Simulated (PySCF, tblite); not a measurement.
**C₃H₁₀BNO: geometry, infrared bands and NMR shifts**

Aim: predict the infrared bands and NMR shifts of C₃H₁₀BNO (`CC(=O)C[BH2-][NH3+]`).

Programs: tblite 0.8.0 and PySCF 2.14.0, with density-fitted response routines of our own. Each step states its level of theory. These are calculated values for one molecule in the gas phase, unless marked as measured. Atoms count from 0, in the outputs and in this text.

## 1. The molecule as given

16 atoms, charge 0, multiplicity 1; geometry from: force field or distance geometry start.

Bonds of the start (Å): C0–C1 1.51, C1–O2 1.24, C1–C3 1.49, C3–B4 1.58, B4–N5 1.55, C0–H6 1.10, C0–H7 1.09, C0–H8 1.12, C3–H9 1.10, C3–H10 1.11, B4–H11 1.20, B4–H12 1.20, N5–H13 1.04, N5–H14 1.04, N5–H15 1.05.

## 2. Geometry optimisation with GFN2-xTB

What the job is given:

```
{"job": {"kind": "relax", "xc": "GFN2-xTB", "basis": "xTB"}, "charge": 0, "multiplicity": 1}
C      2.536700    -0.183200    -0.016900
C      1.191900     0.448100     0.231100
O      1.057300     1.342800     1.072500
C      0.051900    -0.076600    -0.568000
B     -1.338300     0.599100    -0.251800
N     -2.176100    -0.437100     0.533100
H      2.605500    -1.132900     0.541200
H      3.387800     0.483300     0.125800
H      2.534400    -0.484200    -1.094000
H      0.340900     0.097800    -1.613600
H     -0.036000    -1.158900    -0.325000
H     -1.888600     0.781900    -1.300300
H     -1.262600     1.627000     0.366000
H     -2.211900    -1.293200    -0.050500
H     -1.706700    -0.639900     1.441400
H     -3.093700     0.034800     0.700100
```

Run with:

```bash
$ OMP_NUM_THREADS=1 python probes_run.py task.json out
```

One launch serves the whole session: the jobs run in the order shown.

**Question.** This job is followed by: GFN2-xTB harmonic vibrations, gas phase; GIAO PBE0/pcSseg-1 NMR shielding, non-relativistic, gas phase. What will the session give for the following? strongest single infrared mode (GFN2-xTB); zero-point energy (GFN2-xTB); ¹³C shifts against TMS (PBE0/pcSseg-1); ¹H shifts against TMS (PBE0/pcSseg-1, means over atoms taken as alike); ¹⁷O shifts against H2O (PBE0/pcSseg-1); ¹¹B shifts against BF3·OEt2 (PBE0/pcSseg-1); ¹⁵N shifts against NH3 (PBE0/pcSseg-1).

The runs gave:

| quantity | value |
| --- | --- |
| strongest single infrared mode (GFN2-xTB) | 2905 cm⁻¹, 492 km/mol |
| zero-point energy (GFN2-xTB) | 84.2 kcal/mol |
| ¹³C shifts against TMS (PBE0/pcSseg-1) | 230.8, 41.1, 32.7 ppm |
| ¹H shifts against TMS (PBE0/pcSseg-1, means over atoms taken as alike) | 4.18, 2.34, 1.99, 1.73 ppm |
| ¹⁷O shifts against H2O (PBE0/pcSseg-1) | 564.7 ppm |
| ¹¹B shifts against BF3·OEt2 (PBE0/pcSseg-1) | -23.7 ppm |
| ¹⁵N shifts against NH3 (PBE0/pcSseg-1) | 37.8 ppm |

What this shows: Over 154 steps the energy fell by 1.111 eV; of the close pairs, C3–B4 changed most, 1.578 to 1.674 Å. All 42 modes are real, so the xTB geometry is a minimum. The strongest single mode, at 2905 cm⁻¹, moves mainly H14. Unscaled tight-binding wavenumbers are off by several per cent, some by more. Its intensities can rank the bands wrongly. C1 (ketone carbonyl carbon) lies farthest downfield among carbon, at 230.8 ppm; low-lying n→π* states of the double bond to the heteroatom give a large paramagnetic term (-296 ppm). At PBE0/pcSseg-1: Shielding is most anisotropic at O2 (span 1006 ppm, paramagnetic term -633 ppm).
